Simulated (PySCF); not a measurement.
# SiBH5O4, one molecule: reaction energy

Wanted: the reaction energy for `BO[Si](O)(O)O`.

Computed with PySCF 2.14.0; each step states its level. No surroundings beyond the atoms listed, unless a continuum is named. Atoms count from 0, parts from 1.

### 1 Starting point

11 atoms, charge 0, multiplicity 1; geometry: GFN2-xTB.

### 2 Relaxing the molecule at PBE0-D3(BJ)/def2-SVPD

Job settings and geometry (Å):

```
{"job": {"xc": "PBE0", "basis": "def2-SVPD", "d3": "d3bj", "grid": 2, "kind": "geom"}, "charge": 0, "multiplicity": 1}
O     -1.606657     0.469731     1.191663
Si    -0.728812     0.087263    -0.111349
O     -1.077045    -1.434664    -0.547257
O     -1.097926     1.077752    -1.335693
O      0.836876     0.323113     0.265635
B      2.074178    -0.103092     0.375884
H     -1.672064    -0.145992     1.915431
H     -0.874887    -1.733139    -1.429066
H     -1.107624     2.018385    -1.184313
H      2.362676    -1.217380     0.106060
H      2.891285     0.658023     0.753006
```

Started as:

```sh
$ OMP_NUM_THREADS=1 python cluster_run.py task.json out
```

The driver reads the jobs from task.json and runs them one after another.

Standard output:

```text
step   0  E = -617.68214641  max force = 0.014340
step   1  E = -617.68635167  max force = 0.002168
step   2  E = -617.68655834  max force = 0.005347
step   3  E = -617.68708263  max force = 0.006997
step   4  E = -617.68737879  max force = 0.005352
step   5  E = -617.68755083  max force = 0.002364
step   6  E = -617.68764404  max force = 0.001651
step   7  E = -617.68771626  max force = 0.002903
step   8  E = -617.68781869  max force = 0.003700
step   9  E = -617.68789350  max force = 0.003343
step  10  E = -617.68794660  max force = 0.001210
step  11  E = -617.68796133  max force = 0.000573
step  12  E = -617.68796954  max force = 0.001115
step  13  E = -617.68798500  max force = 0.001568
step  14  E = -617.68801465  max force = 0.001450
step  15  E = -617.68803580  max force = 0.001179
step  16  E = -617.68805121  max force = 0.000814
step  17  E = -617.68805758  max force = 0.000520
step  18  E = -617.68805964  max force = 0.000286
optimisation converged
```

It took 7.4 min on 1 thread of Intel Xeon Platinum 8175M at 2.50GHz, shared host; peak memory 0.68 GiB.

Along the way:

```tsv
step	energy from step 0 (eV)	largest force component (eV/Å)
0	0.0000	0.7374
1	-0.1144	0.1115
2	-0.1201	0.2750
3	-0.1343	0.3598
4	-0.1424	0.2752
5	-0.1471	0.1216
6	-0.1496	0.0849
7	-0.1516	0.1493
8	-0.1544	0.1903
9	-0.1564	0.1719
10	-0.1578	0.0622
11	-0.1582	0.0295
12	-0.1585	0.0573
13	-0.1589	0.0806
14	-0.1597	0.0746
15	-0.1603	0.0606
16	-0.1607	0.0419
17	-0.1609	0.0267
18	-0.1609	0.0147
```

Distances of close pairs at the start and the end, largest changes first:

```tsv
bond	before (Å)	after (Å)	change (Å)
Si1–O4	1.628	1.677	+0.049
B5–H9	1.182	1.215	+0.033
O4–B5	1.313	1.346	+0.032
B5–H10	1.179	1.208	+0.029
Si1–O3	1.618	1.641	+0.024
O0–Si1	1.617	1.640	+0.023
Si1–O2	1.621	1.642	+0.021
O2–H7	0.953	0.960	+0.007
```

The final coordinates are the input of the step that follows.

```tsv
at the end point	value
point group (found at 0.08 Å tolerance)	C1
rotational constants (GHz, main isotopes)	3.836, 2.320, 2.288
dipole moment (D)	0.82
```

### 3 Energies of the species: wB97M-D3(BJ)/def2-TZVP

Job settings and geometry (Å):

```
{"job": {"kind": "react", "xc": "wB97M-D3(BJ)", "basis": "def2-TZVP"}, "charge": 0, "multiplicity": 1}
-1 H4O4Si charge 0 multiplicity 1
O     -0.638120    -1.095460    -1.046140
Si     0.004950     0.005600     0.001640
O     -0.942370     0.421690     1.287350
O      0.240310     1.389500    -0.866460
O      1.360400    -0.693660     0.632260
H     -1.308700    -0.785430    -1.658480
H     -1.010950    -0.207000     2.009010
H      0.402010     2.197510    -0.374850
H      1.920980    -1.190720     0.032710

-1 BH3 charge 0 multiplicity 1
B      0.002540     0.000340    -0.001070
H     -0.828780    -0.870580     0.010740
H     -0.336100     1.155610    -0.021260
H      1.172500    -0.284010     0.007340

+1 BH5O4Si charge 0 multiplicity 1
O     -1.766740     0.443590     1.226480
Si    -0.744940     0.101050    -0.009160
O     -0.828960    -1.494470    -0.386480
O     -1.168200     1.001910    -1.313880
O      0.810000     0.511020     0.465830
B      2.004870    -0.023360     0.153400
H     -1.622100     0.029600     2.079380
H     -0.188530    -1.858120    -1.001810
H     -1.283330     1.947850    -1.202430
H      2.070020    -1.006070    -0.558920
H      3.003300     0.491400     0.596400

+1 H2 charge 0 multiplicity 1
H      0.380250     0.001030    -0.006440
H     -0.380250    -0.001030     0.006440
```

Method: wB97M-D3(BJ)/def2-TZVP reaction energy of separated species, gas phase.

Standard output:

```text
species 1 (H4O4Si)
coarse grid: 37024 points
cycle   1  E = -593.0299455032  dE =  6.419e-01  |g| = 1.164e+00  |ddm| = 2.298e+00
cycle   2  E = -593.0509521570  dE = -2.101e-02  |g| = 1.185e+00  |ddm| = 1.081e+00
cycle   3  E = -593.2680361766  dE = -2.171e-01  |g| = 4.351e-02  |ddm| = 5.372e-01
cycle   4  E = -593.2684819320  dE = -4.458e-04  |g| = 9.135e-03  |ddm| = 3.922e-02
cycle   5  E = -593.2685145868  dE = -3.265e-05  |g| = 1.196e-03  |ddm| = 1.568e-02
cycle   6  E = -593.2685154173  dE = -8.305e-07  |g| = 3.829e-04  |ddm| = 3.378e-03
final grid: 78248 points
cycle   7  E = -593.2684779107  dE = -1.754e-07  |g| = 2.763e-04  |ddm| = 1.564e-03
cycle   8  E = -593.2684779171  dE = -6.413e-09  |g| = 2.622e-04  |ddm| = 3.607e-04
cycle   9  E = -593.2684779280  dE = -1.091e-08  |g| = 3.499e-05  |ddm| = 1.294e-04
cycle  10  E = -593.2684779284  dE = -4.106e-10  |g| = 1.220e-05  |ddm| = 5.780e-05
converged SCF energy = -593.2684779284

species 2 (BH3)
coarse grid: 12600 points
cycle   1  E = -26.6116188692  dE = -2.471e-01  |g| = 9.624e-02  |ddm| = 1.083e+00
cycle   2  E = -26.6159076087  dE = -4.289e-03  |g| = 2.763e-02  |ddm| = 1.298e-01
cycle   3  E = -26.6162309245  dE = -3.233e-04  |g| = 8.137e-03  |ddm| = 3.560e-02
cycle   4  E = -26.6162647298  dE = -3.381e-05  |g| = 8.334e-04  |ddm| = 1.202e-02
cycle   5  E = -26.6162653004  dE = -5.706e-07  |g| = 1.123e-04  |ddm| = 2.055e-03
final grid: 27328 points
cycle   6  E = -26.6162472107  dE = -1.170e-08  |g| = 3.687e-05  |ddm| = 4.030e-04
cycle   7  E = -26.6162472116  dE = -9.030e-10  |g| = 1.053e-05  |ddm| = 1.025e-04
converged SCF energy = -26.6162472116

species 3 (BH5O4Si)
coarse grid: 44672 points
cycle   1  E = -618.5120406827  dE =  8.009e-01  |g| = 1.177e+00  |ddm| = 2.515e+00
cycle   2  E = -618.5213814933  dE = -9.341e-03  |g| = 1.232e+00  |ddm| = 1.173e+00
cycle   3  E = -618.7588092020  dE = -2.374e-01  |g| = 5.210e-02  |ddm| = 5.876e-01
cycle   4  E = -618.7594082500  dE = -5.990e-04  |g| = 2.946e-02  |ddm| = 5.480e-02
cycle   5  E = -618.7595467325  dE = -1.385e-04  |g| = 1.338e-02  |ddm| = 2.151e-02
cycle   6  E = -618.7595790911  dE = -3.236e-05  |g| = 1.398e-03  |ddm| = 8.153e-03
cycle   7  E = -618.7595798737  dE = -7.826e-07  |g| = 4.088e-04  |ddm| = 2.254e-03
final grid: 94832 points
cycle   8  E = -618.7595913206  dE = -1.335e-07  |g| = 2.599e-04  |ddm| = 1.604e-03
cycle   9  E = -618.7595913316  dE = -1.098e-08  |g| = 2.004e-04  |ddm| = 3.463e-04
cycle  10  E = -618.7595913381  dE = -6.505e-09  |g| = 4.416e-05  |ddm| = 1.220e-04
cycle  11  E = -618.7595913386  dE = -5.590e-10  |g| = 2.030e-05  |ddm| = 4.070e-05
converged SCF energy = -618.7595913386

species 4 (H2)
coarse grid: 4944 points
cycle   1  E = -1.1693797239  dE = -2.751e-01  |g| = 9.094e-03  |ddm| = 4.629e-01
cycle   2  E = -1.1694065751  dE = -2.685e-05  |g| = 9.304e-04  |ddm| = 5.839e-03
cycle   3  E = -1.1694068573  dE = -2.822e-07  |g| = 1.193e-04  |ddm| = 8.207e-04
final grid: 10744 points
cycle   4  E = -1.1694054246  dE = -6.399e-09  |g| = 1.998e-05  |ddm| = 1.424e-04
cycle   5  E = -1.1694054248  dE = -1.824e-10  |g| = 3.354e-06  |ddm| = 2.463e-05
converged SCF energy = -1.1694054248

Reaction energy = -28.632 kcal/mol
```

Run time: 45 s. Hardware: 1 thread of Intel Xeon Platinum 8175M at 2.50GHz, shared host; peak memory 0.79 GiB.

Species by species (with the dispersion term, which the log's SCF energies lack):

```tsv
ν	species	energy (Eh)	HOMO (eV)
-1	O[Si](O)(O)O	-593.27650	-11.66
-1	B	-26.61778	-12.37
+1	BO[Si](O)(O)O	-618.77029	-10.98
+1	[H][H]	-1.16962	-14.48
```

### 4 Reaction energy: PBE0-D3(BJ)/def2-TZVP

The job, as its differences from that of step 3:

```diff
@@ -1,2 +1,2 @@
-{"job": {"kind": "react", "xc": "wB97M-D3(BJ)", "basis": "def2-TZVP"}, "charge": 0, "multiplicity": 1}
+{"job": {"kind": "react", "xc": "PBE0", "basis": "def2-TZVP", "disp": "d3bj"}, "charge": 0, "multiplicity": 1}
 -1 H4O4Si charge 0 multiplicity 1
```

With the program's defaults for keys left out, this is: PBE0-D3(BJ)/def2-TZVP reaction energy of separated species, gas phase.

Standard output:

```text
species 1 (H4O4Si)
coarse grid: 8448 points
cycle   1  E = -592.4451427192  dE =  7.297e-01  |g| = 1.284e+00  |ddm| = 2.391e+00
cycle   2  E = -592.1744969199  dE =  2.706e-01  |g| = 1.796e+00  |ddm| = 1.586e+00
cycle   3  E = -592.7235347446  dE = -5.490e-01  |g| = 5.012e-02  |ddm| = 9.925e-01
cycle   4  E = -592.7239556425  dE = -4.209e-04  |g| = 1.297e-02  |ddm| = 3.520e-02
cycle   5  E = -592.7239884285  dE = -3.279e-05  |g| = 3.548e-03  |ddm| = 1.335e-02
cycle   6  E = -592.7239907736  dE = -2.345e-06  |g| = 3.346e-04  |ddm| = 3.209e-03
final grid: 78248 points
cycle   7  E = -592.7223184146  dE = -4.247e-05  |g| = 6.512e-03  |ddm| = 1.314e-02
cycle   8  E = -592.7223130044  dE =  5.410e-06  |g| = 8.527e-03  |ddm| = 6.542e-03
cycle   9  E = -592.7223245973  dE = -1.159e-05  |g| = 3.728e-04  |ddm| = 4.044e-03
cycle  10  E = -592.7223246175  dE = -2.016e-08  |g| = 7.032e-05  |ddm| = 1.822e-04
cycle  11  E = -592.7223246179  dE = -4.926e-10  |g| = 4.580e-05  |ddm| = 5.937e-05
cycle  12  E = -592.7223246183  dE = -3.441e-10  |g| = 7.551e-06  |ddm| = 2.442e-05
converged SCF energy = -592.7223246183

species 2 (BH3)
coarse grid: 2952 points
cycle   1  E = -26.5639705974  dE = -2.473e-01  |g| = 8.186e-02  |ddm| = 1.108e+00
cycle   2  E = -26.5663283216  dE = -2.358e-03  |g| = 2.616e-02  |ddm| = 1.174e-01
cycle   3  E = -26.5665503328  dE = -2.220e-04  |g| = 1.025e-02  |ddm| = 3.220e-02
cycle   4  E = -26.5665853658  dE = -3.503e-05  |g| = 4.243e-04  |ddm| = 8.768e-03
cycle   5  E = -26.5665854327  dE = -6.693e-08  |g| = 1.323e-05  |ddm| = 6.797e-04
final grid: 27328 points
cycle   6  E = -26.5656696026  dE = -9.934e-06  |g| = 2.067e-03  |ddm| = 1.297e-02
cycle   7  E = -26.5656703432  dE = -7.406e-07  |g| = 1.283e-03  |ddm| = 2.576e-03
cycle   8  E = -26.5656708796  dE = -5.365e-07  |g| = 3.433e-05  |ddm| = 1.122e-03
cycle   9  E = -26.5656708801  dE = -4.499e-10  |g| = 3.337e-06  |ddm| = 3.668e-05
converged SCF energy = -26.5656708801

species 3 (BH5O4Si)
coarse grid: 10160 points
cycle   1  E = -617.8912717660  dE =  8.047e-01  |g| = 1.273e+00  |ddm| = 2.622e+00
cycle   2  E = -617.5748659875  dE =  3.164e-01  |g| = 1.846e+00  |ddm| = 1.699e+00
cycle   3  E = -618.1636910005  dE = -5.888e-01  |g| = 9.121e-02  |ddm| = 1.092e+00
cycle   4  E = -618.1646292233  dE = -9.382e-04  |g| = 6.637e-02  |ddm| = 7.616e-02
cycle   5  E = -618.1653754522  dE = -7.462e-04  |g| = 1.365e-02  |ddm| = 3.466e-02
cycle   6  E = -618.1654093818  dE = -3.393e-05  |g| = 1.973e-03  |ddm| = 8.590e-03
cycle   7  E = -618.1654102170  dE = -8.351e-07  |g| = 4.010e-04  |ddm| = 1.742e-03
final grid: 94832 points
cycle   8  E = -618.1640698477  dE = -5.729e-05  |g| = 7.657e-03  |ddm| = 3.548e-02
cycle   9  E = -618.1640608562  dE =  8.992e-06  |g| = 1.052e-02  |ddm| = 8.135e-03
cycle  10  E = -618.1640791954  dE = -1.834e-05  |g| = 7.615e-04  |ddm| = 5.124e-03
cycle  11  E = -618.1640792754  dE = -8.005e-08  |g| = 4.293e-04  |ddm| = 6.123e-04
cycle  12  E = -618.1640793064  dE = -3.095e-08  |g| = 7.922e-05  |ddm| = 2.267e-04
cycle  13  E = -618.1640793077  dE = -1.314e-09  |g| = 1.580e-05  |ddm| = 5.852e-05
cycle  14  E = -618.1640793078  dE = -5.662e-11  |g| = 2.869e-06  |ddm| = 1.443e-05
converged SCF energy = -618.1640793078

species 4 (H2)
coarse grid: 1240 points
cycle   1  E = -1.1670173216  dE = -2.327e-01  |g| = 2.258e-02  |ddm| = 4.714e-01
cycle   2  E = -1.1672021344  dE = -1.848e-04  |g| = 3.243e-03  |ddm| = 1.867e-02
cycle   3  E = -1.1672065830  dE = -4.449e-06  |g| = 8.847e-05  |ddm| = 2.737e-03
final grid: 10744 points
cycle   4  E = -1.1680921418  dE = -1.929e-06  |g| = 2.771e-04  |ddm| = 1.567e-03
cycle   5  E = -1.1680921707  dE = -2.890e-08  |g| = 4.043e-05  |ddm| = 2.464e-04
cycle   6  E = -1.1680921714  dE = -6.547e-10  |g| = 1.270e-06  |ddm| = 3.186e-05
converged SCF energy = -1.1680921714

Reaction energy = -28.555 kcal/mol
```

Run time: 32 s. Hardware: 1 thread of Intel Xeon Platinum 8175M at 2.50GHz, shared host; peak memory 0.65 GiB.

Reaction energy at this level: -28.56 kcal/mol.

### 5 Side by side

Energies in kcal/mol, with wall time:

```tsv
run	reaction	time
wB97M-D3(BJ)/def2-TZVP	-28.63	45 s
PBE0-D3(BJ)/def2-TZVP	-28.56	32 s
```

### 6 Summary of results

```
                                  quantity                      value
                               point group                         C1
      rotational constants (main isotopes)       3.84, 2.32, 2.29 GHz
  reaction energy (wB97M-D3(BJ)/def2-TZVP)            -28.63 kcal/mol
       ΔH, ΔG at 298 K (xTB thermal terms)      -31.9, -31.3 kcal/mol
range of the reaction energy over the runs  -28.63 to -28.56 kcal/mol
```

The optimisation took 18 steps and gained 0.161 eV; among the bonded pairs, Si1–O4 changed most, from 1.628 to 1.677 Å. The reaction is exothermic by 31.9 kcal/mol in the gas phase; dispersion gives -0.85, and xTB itself gave -21.39 for the electronic energy (xTB energies and thermal terms come from the earlier relaxation of each species, not shown). No barrier was sought. The reaction energy runs from -28.63 (wB97M-D3(BJ)/def2-TZVP) to -28.56 kcal/mol (PBE0-D3(BJ)/def2-TZVP).
